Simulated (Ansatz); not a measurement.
This session for a convergence test of the k-point mesh of Rb, space group Fm-3m with Ansatz's Python interface holds a mistake.

The cells in order, each with its output:

```python
import ansatz as az
from pymatgen.core import Lattice, Structure
from pymatgen.io.ase import AseAtomsAdaptor
from tabulate import tabulate
```

```python
pmg_structure = Structure(
    Lattice([(0.0, 3.639885, 3.639885), (3.639885, 0.0, 3.639885), (3.639885, 3.639885, 0.0)]),
    ["Rb"],
    [
        (0.0, 0.0, 0.0),
    ],
)
system = az.Crystal.from_ase(AseAtomsAdaptor.get_atoms(pmg_structure))
```

```python
calc = system.calculation()
calc = calc.functional("pbesol", dispersion="D4")
calc = calc.basis(21 * az.Ha)
calc = calc.occupations("fixed")
calc = calc.scf(max_iterations=65)
```

```python
rows = []
for value in [(2, 2, 2), (3, 3, 3), (4, 4, 4), (5, 5, 5), (7, 7, 7)]:
    data = calc.kpoints(*value).run(threads=1).report
    rows.append((value, data["free_energy_ev"] / len(data["lattice"]["sites"]), data["n_iterations"], data["n_kpoints"]))
```

    Traceback (most recent call last):
      File "<cell 4>", line 3, in <module>
        data = calc.kpoints(*value).run(threads=1).report
               ~~~~~~~~~~~~~~~~~~~~~~~~^^^^^^^^^^^
      ...
    ansatz.RefusalError: inconsistent input (scf.occupations.method, magnetization): a σ = 0 step fill (method: fixed, or a smearing width below the step floor) cannot realise an odd electron count (9) without a locked total moment — the per-k integer fill puts the same N_el/2 bands in each spin channel; set magnetization.spin_polarized: true with magnetization.spin_locking.lock_magnetization: hard and an odd magnetization.initial_magnetization (the unpaired electron then fills one channel), or use a smearing method with a finite width, such as fermi_dirac

Find the fault and give the corrected session.

The fault: fixed occupations with an odd electron count and no spin, which leaves one band half filled. The change:

```diff
--- before
+++ after
@@
 calc = calc.basis(21 * az.Ha)
-calc = calc.occupations("fixed")
+calc = calc.occupations("fermi_dirac", width=0.05)
 calc = calc.scf(max_iterations=65)
```

The cells in order, each with its output:

(earlier cells as before)

```python
calc = system.calculation()
calc = calc.functional("pbesol", dispersion="D4")
calc = calc.basis(21 * az.Ha)
calc = calc.occupations("fermi_dirac", width=0.05)
calc = calc.scf(max_iterations=65)
```

```python
rows = []
for value in [(2, 2, 2), (3, 3, 3), (4, 4, 4), (5, 5, 5), (7, 7, 7)]:
    data = calc.kpoints(*value).run(threads=1).report
    rows.append((value, data["free_energy_ev"] / len(data["lattice"]["sites"]), data["n_iterations"], data["n_kpoints"]))
```

    

```python
print(tabulate(rows, headers=["mesh", "F/atom (eV)", "iterations", "k-points"], floatfmt=".4f", tablefmt="simple"))

# the last row is the reference
for row in rows[:-1]:
    shift = 1000 * (row[1] - rows[-1][1])
    print(f"{row[0]}: {shift:+.2f} meV/atom" + ("  (within 5 meV)" if abs(shift) < 5 else ""))
```

    mesh         F/atom (eV)    iterations    k-points
    ---------  -------------  ------------  ----------
    (2, 2, 2)     -3216.7202             6           3
    (3, 3, 3)     -3217.0960             6           4
    (4, 4, 4)     -3216.9834             6           8
    (5, 5, 5)     -3217.0520             6          10
    (7, 7, 7)     -3217.0350             6          20
    (2, 2, 2): +314.78 meV/atom
    (3, 3, 3): -60.93 meV/atom
    (4, 4, 4): +51.63 meV/atom
    (5, 5, 5): -17.01 meV/atom

What to keep in mind:
- Dispersion corrections can be off by several per cent in the lattices of metals, and by several GPa in the pressure at a fixed cell.
- This isn't the structure that Rb takes at ambient conditions.
- Shifts are counted from the finest mesh, which is itself no proven limit.
- Hardware and time: 4.1 s on 1 thread of Intel(R) Xeon(R) 6975P-C (Granite Rapids) (shared host), peak memory 0.47 GiB.

(Lines on the test bed's own set-up are left out of the output.)
